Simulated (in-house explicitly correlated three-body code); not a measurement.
# Two electrons around a charge of +1.5 under Yukawa screening of 0.015 per bohr: exact states

The task here is to estimate one member of a computed series from the others.

The numbers are computed with in-house explicitly correlated three-body code version 1 (two electrons, non-relativistic, variational in exponentially correlated functions), except any that are marked as measured or tabulated.

### The system

| Item | Value |
| --- | --- |
| charge of the centre | +1.5 |
| mass of the centre | infinite |
| interactions | Yukawa, exp(−0.015 r)/r, between all pairs |
| basis | 260 functions exp(−a r1 − b r2 − g r12) a state, exponent ranges optimised |
| units | hartree and bohr; relativity and QED are left out |

Set-up of the first run:

Settings:

```ini
Z = 1.5
screening = 0.015
interaction_strength = 1.0
functions = 260
states_tried = 13
```

On the command line:

```
$ python run_hyl.py task.json out
```

One of the session's tables, all rows but one given; the rest of the session is left out.

It belongs to the step «Levels». 

| state | binding (eV) | excitation (eV) | ⟨r12⟩ (bohr) |
| --- | --- | --- | --- |
| 1 ¹S | 9.05678 | 0 | 2.111 |
| 2 ³S | 1.23843 | 7.81835 | 7.375 |
| 2 ¹S | 0.936152 | 8.12063 | 9.322 |
| 2 ³P | 0.703325 | 8.35346 | 9.498 |
| 2 ¹P | 0.660010 | 8.39677 | 10.20 |
| 3 ³S | 0.346177 | 8.71060 | 20.02 |
| 3 ¹S | 0.278064 | 8.77872 | 23.35 |
| 3 ³P | 0.220547 | 8.83623 | 24.93 |
| 3 ¹P | 0.207176 | 8.84960 | 26.12 |
| 4 ³S | ? | ? | ? |
| 4 ¹S | 0.0913937 | 8.96539 | 45.90 |
| 4 ³P | 0.0707113 | 8.98607 | 49.73 |
| 4 ¹P | 0.0658526 | 8.99093 | 51.63 |

Q: Estimate the row for 4 ³S from the others.

The run gave: binding (eV): 0.114208; excitation (eV): 8.94257; ⟨r12⟩ (bohr): 40.61. In the column «binding (eV)» it lies between 4 ¹S (0.0913937) and 3 ¹P (0.207176).
